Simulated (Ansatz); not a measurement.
# Mn in Ansatz: notebook

Aim: see how the results for Mn move with the level of theory and the settings. Levels: PBE, LDA. Tasks: work function.

Everything below comes from runs of Ansatz 0.2.0. Logs are shortened: lines on timing, memory, paths and dates and some standing lists are left out, and cuts for length are marked.

## (1) The sheet as given

The cell holds a sheet with vacuum, 1 atom: a = 2.614 Å, b = 2.614 Å, c = 23.800 Å, α = 90.00°, β = 90.00°, γ = 90.00°.

The cell was built by a generator and needn't be a form met in nature.

## (2) Work function, PBE, collinear spin, ferromagnetic start

The input, input.yaml:

```yaml
crystal:
  lattice:
    - [2.61432, 0.0, 0.0]
    - [0.0, 2.61432, 0.0]
    - [0.0, 0.0, 23.8]
  atoms:
    - { symbol: Mn, position: [0.0, 0.0, 0.29412], spin: 4.0 }
  periodic: [true, true, false]
kpoints:
  mp_grid: { grid: [10, 10, 1] }
scf:
  occupations: { method: fermi_dirac, width: 0.05 }
hamiltonian:
  xc: pbe
  pseudopotentials: { kind: all_electron, lapw: { basis_error: 0.002 } }
magnetization:
  spin_polarized: true
output:
  forces: true
  stress: true
  eigenvalues: true
```

Potentials or basis: all-electron LAPW, scalar-relativistic.

Run with:

```bash
$ ansatz run input.yaml --threads 2 --pin off --max-ram 8192MiB --backend cpu --events-out ev --progress --plain --runs-dir out
```

The program printed:

```text
Warning: RAYON_NUM_THREADS=2 ignored (pool sized by the plan → 2); use --threads N
LAPW: plane waves up to 8.084 Å⁻¹, error target 2.0e-3 eV per atom; small_component_spin mean_spin; Mn in spheres of 1.307 Å, 15 of its electrons in bands, Dirac shells [] (how accurate: hamiltonian.pseudopotentials.lapw.basis_error, Limitations)
Engine: ansatz 0.2.0, x86_64-unknown-linux-gnu
Pseudopotentials: kind: all_electron
Pseudopotential: Mn, LAPW, valence charge 15, lapw/all_electron/scalar/gaussian/Mn, Koelling and Harmon's equation, gaussian nucleus
Functional definition: PBE
  parameter kappa = 0.804
  parameter beta = 0.06672455060314922
  exchange = pbe_x(kappa = kappa, mu = beta*pi^2/3)
  correlation = pbe_c(beta = beta)
Crystal: 1 atoms, lattice volume = 162.665 Å³
Basis set: ecut = 248.97089169346904 eV, 1481 PW (Γ), exchange–correlation at level 2
Bands: 14, of which v1, the nominal top of the filled ones, is band 8 counted from 1 (7 counted from 0)
Symmetry: 16 space group operations
Space group: P4/mmm (ITA 123), of the structure as read, at distance tolerance 5.5e-5 Å
Magnetic group: BNS 123.339 (UNI 999), of the structure as read, at distance tolerance 5.5e-5 Å
k-points: 21 of 100
Non-local potential: Mn, projectors of the file, none
Initial density: superposition of atomic densities (neutral atoms: chi_scale 0, normalization atom)
Starting moments: Σ|m| = 4 μB on 1 of 1 site
Initial wavefunctions: plane waves of lowest kinetic energy (no species holds an atomic orbital)
Functional: x = pbe(κ = 0.804, μ = 0.2195149727645171), c = pbe(β = 0.06672455060314922)
iter 1 solved again at ethr=5.19e-3 eV; its pass at ethr=1.00e-1 eV (dr2=7.78e-1 eV) is discarded
SCF iter   1: F=—  HF=-31526.182141 eV  |F-HF|=—  |Δ(HF+E_count)|=         —  Δρ=7.81e-3 (↑6.98e-3 ↓7.81e-3)  dr2=7.78e-1  dr2_m=2.76e-2  M=4.287 μB ∫|m|=4.288 μB  β_m=0.30  ethr=5.19e-3  ⟨swp⟩=2.8  Hψ=3979  notcnv=0
Mixer restart at iter 1: flushing history
preconditioner: auto → LDOS  [metal: Δε(μ)=0.066 eV  Ē_g=7.448 eV  σ=0.050 eV  W_gap=0.31  n_scr=12 (ndim 8)  ℏωp=7.7 eV  f_vac=0.784  D(μ)=1.47/eV (n_scr^D=8)]
spin=Collinear: LDOS preconditioning applied to the charge; magnetization (m = ρ↑ − ρ↓) channel mixes plain (no charge-response kernel on spin).
SCF iter   2: F=—  HF=-31526.057352 eV  |F-HF|=—  |Δ(HF+E_count)|=   1.25e-1  Δρ=5.74e-3 (↑5.23e-3 ↓5.74e-3)  dr2=4.78e-1  dr2_m=1.33e-2  M=4.282 μB ∫|m|=4.284 μB  β_m=0.58  ethr=5.19e-3  ⟨swp⟩=2.1  Hψ=1725  notcnv=0
iter 3 solved again at ethr=2.36e-4 eV; its pass at ethr=3.18e-3 eV (dr2=3.54e-2 eV) is discarded
SCF iter   3: F=—  HF=-31526.007092 eV  |F-HF|=—  |Δ(HF+E_count)|=   5.03e-2  Δρ=1.82e-3 (↑1.47e-3 ↓1.82e-3)  dr2=3.51e-2  dr2_m=6.07e-4  M=4.280 μB ∫|m|=4.287 μB  β_m=0.70  ethr=2.36e-4  ⟨swp⟩=2.5  Hψ=3191  notcnv=0  defer=2
SCF iter   4: F=—  HF=-31526.028111 eV  |F-HF|=—  |Δ(HF+E_count)|=         —  Δρ=7.38e-4 (↑5.06e-4 ↓7.38e-4)  dr2=3.05e-3  dr2_m=1.26e-4  M=4.308 μB ∫|m|=4.318 μB  β_m=0.78  ethr=2.34e-4  ⟨swp⟩=3.3  Hψ=1895  notcnv=0  defer=1
the basis was enlarged: its passes take 328.0 KiB over the memory plan, 2 of 2 planned eigensolver slots
SCF iter   5: F=—  HF=-31526.032561 eV  |F-HF|=—  |Δ(HF+E_count)|=   4.45e-3  Δρ=1.93e-4 (↑1.01e-4 ↓1.93e-4)  dr2=2.84e-4  dr2_m=7.29e-6  M=4.315 μB ∫|m|=4.326 μB  β_m=0.89  ethr=2.03e-5  ⟨swp⟩=3.1  Hψ=1824  notcnv=0
SCF iter   6: F=—  HF=-31526.032700 eV  |F-HF|=—  |Δ(HF+E_count)|=   1.39e-4  Δρ=3.94e-5 (↑3.94e-5 ↓3.04e-5)  dr2=3.68e-6  dr2_m=6.51e-7  M=4.317 μB ∫|m|=4.328 μB  β_m=0.94  ethr=1.90e-6  ⟨swp⟩=3.0  Hψ=1659  notcnv=0
SCF iter   7: F=—  HF=-31526.032720 eV  |F-HF|=—  |Δ(HF+E_count)|=   1.97e-5  Δρ=7.12e-6 (↑7.12e-6 ↓7.11e-6)  dr2=1.99e-7  dr2_m=1.77e-8  M=4.317 μB ∫|m|=4.328 μB  β_m=0.97  ethr=2.45e-8  ⟨swp⟩=3.2  Hψ=1651  notcnv=0
SCF iter   8: F=—  HF=-31526.032721 eV  |F-HF|=—  |Δ(HF+E_count)|=   7.98e-7  Δρ=1.71e-6 (↑1.68e-6 ↓1.71e-6)  dr2=3.37e-8  dr2_m=1.19e-9  M=4.317 μB ∫|m|=4.328 μB  β_m=0.99  ethr=1.33e-9  ⟨swp⟩=3.0  Hψ=1584  notcnv=0
iter 9 met the thresholds in force, and the SCF goes on: an eigenvalue changes by 4.23 meV, over its tolerance of 0.50 meV (output.eigenvalues, Limitations)
SCF iter   9: F=-31526.032721 eV  HF=-31526.032721 eV  |F-HF|=1.31e-8  |Δ(HF+E_count)|=   6.78e-8  Δρ=5.03e-7 (↑4.42e-7 ↓5.03e-7)  dr2=1.40e-8  dr2_m=8.50e-11  M=4.317 μB ∫|m|=4.328 μB  β_m=0.99  ethr=2.24e-10  ⟨swp⟩=2.8  Hψ=1546  notcnv=0
SCF iter  10: F=-31526.032721 eV  HF=-31526.032721 eV  |F-HF|=9.40e-9  |Δ(HF+E_count)|=   2.15e-9  Δρ=2.95e-7 (↑2.95e-7 ↓2.80e-7)  dr2=5.85e-9  dr2_m=9.12e-12  M=4.317 μB ∫|m|=4.328 μB  ethr=9.33e-11  ⟨swp⟩=2.2  Hψ=1491  notcnv=0
SCF 1 converged in 10 iterations: F = -31526.032721 eV  dr2 = 5.85e-9
SCF converged after 10 iterations
an eigenvalue changed by more than its tolerance at an iteration that met the thresholds in force, so the SCF went on 1 time: the last check found none over its tolerance
Magnetization: 4.3170 μB (9.6585 up, 5.3415 down)
Absolute magnetization: 4.3276 μB (∫|ρ↑−ρ↓|)
Spin contamination: 0.0306 ħ² per cell (⟨S²⟩ above its minimum at these occupations)
Per-site moments (μB) at R_I (Å): [(3.9909199084851465, 1.3071599805217917)]
Free energy (F): -31526.032721 eV
Harris-Foulkes:  -31526.032721 eV  (|F-HF|=9.40e-9)
Internal energy: -31526.022476 eV  (E = F + TS)
E sigma→0 (E₀):  -31526.027598 eV
Entropy (-TS):   -0.010245 eV (-10.245 meV/atom)
Fermi energy:    -3.668357 eV
--- Per-component energies (eV) ---
  E_band       = -515.229860
  E_kinetic    = 31926.854379
  E_xc         = -1423.696822
  E_electrostatic = -62029.180034  (all electrons and nuclei)
  E_smearing   = -0.010245  (= −TS)
  E_closure    = 0.000000  (closes the sum)
  E_atoms      = -31518.736320  (free atoms, spherical and without spin; not in F)
  Σ components = -31526.032721   (vs F -31526.032721, Δ=0.00e0)
  Basis errors (estimates in eV, not in F): energy 9.8e-4 per atom: plane waves 8.8e-4 (5.5e-4 summed), levels above the bands 1.8e-43, relativity 1.8e-8, radial functions 1.0e-4, core shells 5.5e-9; eigenvalues (radial functions only) 3.0e-6; not estimated: angular momenta, meshes, grids; target (lapw.basis_error) 2.0e-3; muffin-tin radii Mn 1.307 Å
--- Forces (eV/Å), atoms counted from 1 ---
  atom   1  Mn     0.00000000     0.00000000     0.00000000
  max |Σ_I F_I| component: 4.93e-32 eV/Å
--- 2D stress c σ (N/m, compression-positive) ---
       -0.164401       0.000000       0.000000
        0.000000      -0.164401       0.000000
        0.000000       0.000000       0.000000
  P = ½ c Tr σ = -0.1644 N/m
--- Band table (eV; the first three rows and the last of 42) ---
  k-point 0 ↑: bands = ["-84.7325", "-53.8551", "-53.1836", "-53.1836", "-9.2984", "-7.2300", "-6.6901", "-5.3651", "-5.3651", "-4.4877", "-4.2776", "-0.5742", "-0.0994", "0.6923"]
  k-point 1 ↑: bands = ["-84.7300", "-53.8530", "-53.2057", "-53.1818", "-9.0523", "-7.1257", "-6.6263", "-5.7027", "-5.3526", "-4.5799", "-3.8225", "-0.3649", "0.1285", "0.9062"]
  k-point 2 ↑: bands = ["-84.7236", "-53.8474", "-53.2634", "-53.1770", "-8.3905", "-6.7922", "-6.4431", "-6.2296", "-5.3195", "-4.8134", "-2.9024", "0.2637", "0.8053", "1.5482"]
  k-point 20 ↓: bands = ["-80.5248", "-49.4794", "-49.4794", "-49.4256", "-4.9886", "-2.9560", "-2.9560", "-1.6275", "-0.1246", "2.6797", "2.6797", "7.1854", "7.6381", "7.7010"]
  the weakly bound empty levels are not read free of the cell's end (augmented_plane_waves)
```

Wall time 8.4 s (2 threads of Intel Xeon Platinum 8488C (Sapphire Rapids), shared host); peak memory 0.5 GiB.

Results:

| Item | Value |
| --- | --- |
| Free energy | -31526.0327 eV |
| Band gap on the k mesh | none (metal or under the smearing width) |
| Net moment | 4.32 μB per cell |
| Absolute moment | 4.33 μB per cell |
| Site moments | Mn +3.99 μB |
| Work function | 3.67 eV |

Levels at points of the mesh, in eV from the Fermi level:
Spin up:
```tsv
k point	band 6	band 7	band 8	band 9	band 10	band 11	band 12	band 13	band 14
(0.00, 0.00, 0.00)	-3.56	-3.02	-1.70	-1.70	-0.82	-0.61	3.09	3.57	4.36
(0.00, -0.50, 0.00)	-3.42	-2.20	-1.71	-1.56	0.12	2.97	4.47	6.86	8.29
(-0.50, -0.50, 0.00)	-2.91	-2.91	-1.97	-0.06	5.05	5.05	9.07	9.65	9.71
```
Spin down:
| k point | band 3 | band 4 | band 5 | band 6 | band 7 | band 8 |
| --- | --- | --- | --- | --- | --- | --- |
| (0.00, 0.00, 0.00) | -45.58 | -45.58 | -4.45 | -0.60 | 0.29 | 0.46 |
| (0.00, -0.50, 0.00) | -45.78 | -45.56 | -0.81 | -0.16 | 0.87 | 1.48 |
| (-0.50, -0.50, 0.00) | -45.81 | -45.76 | -1.32 | 0.71 | 0.71 | 2.04 |

## (3) Work function, LDA, collinear spin, ferromagnetic start

Changes to input.yaml since step 2:

```diff
@@ -13,3 +13,3 @@
 hamiltonian:
-  xc: pbe
+  xc: lda
   pseudopotentials: { kind: all_electron, lapw: { basis_error: 0.002 } }
```

Potentials or basis: all-electron LAPW, scalar-relativistic.

Run with:

```bash
$ ansatz run input.yaml --threads 2 --pin off --max-ram 8192MiB --backend cpu --events-out ev --progress --plain --runs-dir out
```

The program printed:

```text
Warning: RAYON_NUM_THREADS=2 ignored (pool sized by the plan → 2); use --threads N
LAPW: plane waves up to 8.087 Å⁻¹, error target 2.0e-3 eV per atom; small_component_spin mean_spin; Mn in spheres of 1.307 Å, 15 of its electrons in bands, Dirac shells [] (how accurate: hamiltonian.pseudopotentials.lapw.basis_error, Limitations)
[... 3 set-up lines as earlier in the session ...]
Functional definition: SPW92
  exchange = slater_x
  correlation = pw_c
Crystal: 1 atoms, lattice volume = 162.665 Å³
Basis set: ecut = 249.20104982717302 eV, 1481 PW (Γ), exchange–correlation at level 2
Bands: 14, of which v1, the nominal top of the filled ones, is band 8 counted from 1 (7 counted from 0)
[... 2 set-up lines as earlier in the session ...]
Magnetic group: BNS 123.339 (UNI 999), of the structure as read, at distance tolerance 5.5e-5 Å
k-points: 21 of 100
[... 2 set-up lines as earlier in the session ...]
Starting moments: Σ|m| = 4 μB on 1 of 1 site
[... 1 set-up line as earlier in the session ...]
Functional: x = slater, c = lda
iter 1 solved again at ethr=5.20e-3 eV; its pass at ethr=1.00e-1 eV (dr2=7.81e-1 eV) is discarded
SCF iter   1: F=—  HF=-31467.948360 eV  |F-HF|=—  |Δ(HF+E_count)|=         —  Δρ=7.97e-3 (↑6.55e-3 ↓7.97e-3)  dr2=7.80e-1  dr2_m=2.31e-2  M=4.254 μB ∫|m|=4.254 μB  β_m=0.30  ethr=5.20e-3  ⟨swp⟩=2.8  Hψ=3999  notcnv=0
Mixer restart at iter 1: flushing history
preconditioner: auto → LDOS  [metal: Δε(μ)=0.062 eV  Ē_g=7.418 eV  σ=0.050 eV  W_gap=0.29  n_scr=12 (ndim 8)  ℏωp=7.7 eV  f_vac=0.786  D(μ)=1.49/eV (n_scr^D=8)]
spin=Collinear: LDOS preconditioning applied to the charge; magnetization (m = ρ↑ − ρ↓) channel mixes plain (no charge-response kernel on spin).
SCF iter   2: F=—  HF=-31467.793453 eV  |F-HF|=—  |Δ(HF+E_count)|=   1.55e-1  Δρ=5.65e-3 (↑4.89e-3 ↓5.65e-3)  dr2=4.49e-1  dr2_m=1.08e-2  M=4.252 μB ∫|m|=4.252 μB  β_m=0.56  ethr=5.20e-3  ⟨swp⟩=2.0  Hψ=1721  notcnv=0  defer=1
iter 3 solved again at ethr=2.07e-4 eV; its pass at ethr=3.00e-3 eV (dr2=3.11e-2 eV) is discarded
SCF iter   3: F=—  HF=-31467.723914 eV  |F-HF|=—  |Δ(HF+E_count)|=   6.95e-2  Δρ=1.80e-3 (↑1.33e-3 ↓1.80e-3)  dr2=3.07e-2  dr2_m=4.13e-4  M=4.231 μB ∫|m|=4.232 μB  β_m=0.71  ethr=2.07e-4  ⟨swp⟩=2.3  Hψ=3149  notcnv=0  defer=1
SCF iter   4: F=—  HF=-31467.734374 eV  |F-HF|=—  |Δ(HF+E_count)|=         —  Δρ=7.67e-4 (↑3.86e-4 ↓7.67e-4)  dr2=2.88e-3  dr2_m=8.90e-5  M=4.236 μB ∫|m|=4.237 μB  β_m=0.83  ethr=2.05e-4  ⟨swp⟩=3.2  Hψ=1857  notcnv=0  defer=1
the basis was enlarged: its passes take 211.2 KiB over the memory plan, 2 of 2 planned eigensolver slots
SCF iter   5: F=—  HF=-31467.735405 eV  |F-HF|=—  |Δ(HF+E_count)|=   1.03e-3  Δρ=1.21e-4 (↑1.21e-4 ↓1.00e-4)  dr2=2.45e-5  dr2_m=1.24e-5  M=4.243 μB ∫|m|=4.244 μB  β_m=0.81  ethr=1.92e-5  ⟨swp⟩=3.0  Hψ=1727  notcnv=0  defer=1
SCF iter   6: F=—  HF=-31467.735443 eV  |F-HF|=—  |Δ(HF+E_count)|=   3.84e-5  Δρ=4.43e-5 (↑3.87e-5 ↓4.43e-5)  dr2=5.62e-6  dr2_m=1.50e-6  M=4.244 μB ∫|m|=4.245 μB  β_m=0.90  ethr=1.63e-7  ⟨swp⟩=2.5  Hψ=1530  notcnv=0
SCF iter   7: F=—  HF=-31467.735453 eV  |F-HF|=—  |Δ(HF+E_count)|=   1.00e-5  Δρ=1.03e-5 (↑5.58e-6 ↓1.03e-5)  dr2=2.46e-7  dr2_m=6.62e-8  M=4.244 μB ∫|m|=4.245 μB  β_m=0.91  ethr=3.75e-8  ⟨swp⟩=3.0  Hψ=1637  notcnv=0
SCF iter   8: F=—  HF=-31467.735454 eV  |F-HF|=—  |Δ(HF+E_count)|=   3.04e-7  Δρ=2.06e-6 (↑2.06e-6 ↓1.68e-6)  dr2=6.12e-8  dr2_m=3.11e-9  M=4.244 μB ∫|m|=4.245 μB  β_m=0.95  ethr=1.64e-9  ⟨swp⟩=2.3  Hψ=1494  notcnv=0
SCF iter   9: F=-31467.735454 eV  HF=-31467.735454 eV  |F-HF|=6.57e-9  |Δ(HF+E_count)|=   3.56e-8  Δρ=4.64e-7 (↑3.91e-7 ↓4.64e-7)  dr2=1.75e-8  dr2_m=2.95e-11  M=4.244 μB ∫|m|=4.245 μB  ethr=4.08e-10  ⟨swp⟩=2.9  Hψ=1548  notcnv=0
SCF 1 converged in 9 iterations: F = -31467.735454 eV  dr2 = 1.75e-8
SCF converged after 9 iterations
Magnetization: 4.2442 μB (9.6221 up, 5.3779 down)
Absolute magnetization: 4.2453 μB (∫|ρ↑−ρ↓|)
Spin contamination: 0.0235 ħ² per cell (⟨S²⟩ above its minimum at these occupations)
Per-site moments (μB) at R_I (Å): [(3.9295122071879725, 1.307159980521788)]
Free energy (F): -31467.735454 eV
Harris-Foulkes:  -31467.735454 eV  (|F-HF|=6.57e-9)
Internal energy: -31467.723469 eV  (E = F + TS)
E sigma→0 (E₀):  -31467.729462 eV
Entropy (-TS):   -0.011984 eV (-11.984 meV/atom)
Fermi energy:    -4.007237 eV
--- Per-component energies (eV) ---
  E_band       = -514.864286
  E_kinetic    = 31850.533772
  E_xc         = -1363.928054
  E_electrostatic = -61954.329187  (all electrons and nuclei)
  E_smearing   = -0.011984  (= −TS)
  E_closure    = 0.000000  (closes the sum)
  E_atoms      = -31460.120000  (free atoms, spherical and without spin; not in F)
  Σ components = -31467.735454   (vs F -31467.735454, Δ=0.00e0)
  Basis errors (estimates in eV, not in F): energy 9.5e-4 per atom: plane waves 9.0e-4 (5.7e-4 summed), levels above the bands 9.5e-47, relativity 3.2e-9, radial functions 5.4e-5, core shells 4.0e-9; eigenvalues (radial functions only) 3.0e-6; not estimated: angular momenta, meshes, grids; target (lapw.basis_error) 2.0e-3; muffin-tin radii Mn 1.307 Å
--- Forces (eV/Å), atoms counted from 1 ---
  atom   1  Mn     0.00000000     0.00000000     0.00000000
  max |Σ_I F_I| component: 2.71e-31 eV/Å
--- 2D stress c σ (N/m, compression-positive) ---
       -2.543701       0.000000       0.000000
        0.000000      -2.543701       0.000000
        0.000000       0.000000       0.000000
  P = ½ c Tr σ = -2.5437 N/m
--- Band table (eV; the first three rows and the last of 42) ---
  k-point 0 ↑: bands = ["-84.1537", "-53.5898", "-52.9809", "-52.9809", "-9.5683", "-7.4526", "-6.7922", "-5.4468", "-5.4468", "-4.6128", "-4.4248", "-0.4996", "0.0452", "0.7048"]
  k-point 1 ↑: bands = ["-84.1511", "-53.5876", "-53.0038", "-52.9790", "-9.3216", "-7.3473", "-6.7275", "-5.7964", "-5.4341", "-4.7073", "-3.9591", "-0.2932", "0.2727", "0.9188"]
  k-point 2 ↑: bands = ["-84.1443", "-53.5818", "-53.0636", "-52.9741", "-8.6569", "-7.0097", "-6.5443", "-6.3303", "-5.4004", "-4.9465", "-3.0357", "0.3268", "0.9485", "1.5612"]
  k-point 20 ↓: bands = ["-80.1739", "-49.4979", "-49.4979", "-49.4832", "-5.2186", "-3.4001", "-3.4001", "-2.0833", "-0.4377", "2.4334", "2.4334", "7.0342", "7.1817", "7.2340"]
  the weakly bound empty levels are not read free of the cell's end (augmented_plane_waves)
```

Run time: 6.6 s. Hardware: 2 threads of Intel Xeon Platinum 8488C (Sapphire Rapids), shared host; peak memory 0.49 GiB.

What came out:

```yaml
Free_energy: -31467.7355 eV
Band_gap_on_the_k_mesh: none (metal or under the smearing width)
Net_moment: 4.24 μB per cell
Absolute_moment: 4.25 μB per cell
Site_moments: Mn +3.93 μB
Work_function: 4.01 eV
```
